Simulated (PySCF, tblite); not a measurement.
# C2H8AlFN2: geometry, infrared bands and NMR shifts

Wanted: the infrared bands and NMR shifts of C2H8AlFN2 (`[H]/N=[CH]\[Al@-]([CH3])([NH3+])[F]`), by calculation.

The runs use tblite 0.8.0 and PySCF 2.14.0, with density-fitted response routines of our own; the level of theory stands in each step. All values are computed, except where a source is named. Atoms count from 0, in the outputs and in this text.

## Step 1: The molecule as given

14 atoms, charge 0, multiplicity 1; geometry from: force field or distance geometry start.

Bonds of the start (Å): C0–Al1 2.01, Al1–N2 1.90, Al1–F3 1.80, Al1–C4 1.97, C4–N5 1.28, C0–H6 1.11, C0–H7 1.10, C0–H8 1.11, N2–H9 1.05, N2–H10 1.06, N2–H11 1.04, C4–H12 1.08, N5–H13 1.03.

## Step 2: Relaxing the molecule with GFN2-xTB

Job settings and geometry (Å):

```
{"job": {"kind": "relax", "xc": "GFN2-xTB", "basis": "xTB"}, "charge": 0, "multiplicity": 1}
C      1.585700    -0.650600     0.696600
Al     0.288400     0.194200    -0.581200
N     -0.500500     1.709900     0.257000
F      1.164300     0.708400    -2.070200
C     -1.111900    -1.120600    -1.033800
N     -1.878900    -1.635200    -0.150800
H      1.041200    -0.937900     1.619300
H      2.032600    -1.542300     0.232800
H      2.381400     0.076500     0.948300
H     -0.995600     1.425400     1.139200
H     -1.211900     2.139100    -0.395500
H      0.219600     2.418600     0.482400
H     -1.238300    -1.401200    -2.070500
H     -1.776800    -1.384800     0.844500
```

The run is started by

```sh
> OMP_NUM_THREADS=1 python probes_run.py task.json out
```

The driver reads the jobs from task.json and runs them one after another.

**Question.** This job is followed by: GFN2-xTB harmonic vibrations, gas phase; GIAO PBE0/pcSseg-1 NMR shielding, non-relativistic, gas phase. Predict these results of the whole session: strongest single infrared mode (GFN2-xTB); zero-point energy (GFN2-xTB); 13C shifts against TMS (PBE0/pcSseg-1); 1H shifts against TMS (PBE0/pcSseg-1, means over atoms taken as alike); 27Al shifts against AlH4- (PBE0/pcSseg-1); 15N shifts against NH3 (PBE0/pcSseg-1); 19F shifts against CFCl3 (PBE0/pcSseg-1); surface potential, 1st and 99th percentile.

As calculated:

```
                                                              quantity                          value
                             strongest single infrared mode (GFN2-xTB)          1214 cm⁻¹, 253 km/mol
                                          zero-point energy (GFN2-xTB)                  63.7 kcal/mol
                                13C shifts against TMS (PBE0/pcSseg-1)               219.1, -17.0 ppm
1H shifts against TMS (PBE0/pcSseg-1, means over atoms taken as alike)  13.98, 10.05, 1.88, -0.59 ppm
                             27Al shifts against AlH4- (PBE0/pcSseg-1)                       35.0 ppm
                                15N shifts against NH3 (PBE0/pcSseg-1)                484.8, 34.6 ppm
                              19F shifts against CFCl3 (PBE0/pcSseg-1)                     -194.5 ppm
                                 surface potential, 1st and 99th percentile             -2.23 V and 2.65 V
```

**Reading.** Over 105 steps the energy fell by 0.818 eV; of the close pairs, Al1–N2 changed most, 1.903 to 2.120 Å. No mode is imaginary among the 36: a minimum at this level. The strongest single mode, at 1214 cm⁻¹, moves mainly H10, H11 and H9. Unscaled tight-binding wavenumbers are off by several per cent, some by more. Its intensities can rank the bands wrongly. At PBE0/pcSseg-1: The largest span, 979 ppm, is at N5, where the paramagnetic term is -539 ppm. At PBE0/pcSseg-1, counted by nearest atom on the grid, the HOMO lies on N5 45 %; C4 20 %, the LUMO on N5 24 %; C4 24 %.
